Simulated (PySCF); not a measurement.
# C6H8O3: the cost of one run

Programs: PySCF 2.14.0, with routines of our own; each step states its level. All values are computed. Atoms count from 0.

### 1 The system as given

17 atoms, charge 0, multiplicity 1; geometry from: GFN2-xTB.

### 2 Magnetic properties: GIAO KT3/pcSseg-1

The job: settings as JSON, then the geometry in Å.

```
{"job": {"kind": "mag", "xc": "KT3", "basis": "pcSseg-1", "isotopologues": 0}, "charge": 0, "multiplicity": 1}
O      1.403870    -1.828640    -0.820020
C      1.744915    -0.741599    -0.446164
O      2.965281    -0.491865     0.043660
C      0.875551     0.518138    -0.410144
C      0.378652     0.653953     1.007059
C     -0.905365     0.546438     1.307610
C     -1.938183     0.292849     0.254967
C     -1.267015    -0.276859    -0.995661
O     -0.144969     0.501646    -1.372964
H      3.501138    -1.302196     0.051202
H      1.519429     1.368937    -0.662511
H      1.140351     0.831489     1.749709
H     -1.249493     0.662117     2.325296
H     -2.696028    -0.400831     0.622274
H     -2.434960     1.236573     0.010732
H     -1.938149    -0.243797    -1.855662
H     -0.962021    -1.314321    -0.819292
```

Level: GIAO KT3/pcSseg-1 magnetisability, rotational g tensor and spin-rotation constants, non-relativistic, gas phase.

Started as:

```console
OMP_NUM_THREADS=1 python excited_run.py task.json out
```

The driver reads the jobs from task.json and runs them one after another.

**Question.** How long does this first job take on 1 thread of Arm Neoverse N1, shared host, and how much memory does it need?

About 93 s, with a peak of 0.71 GiB.
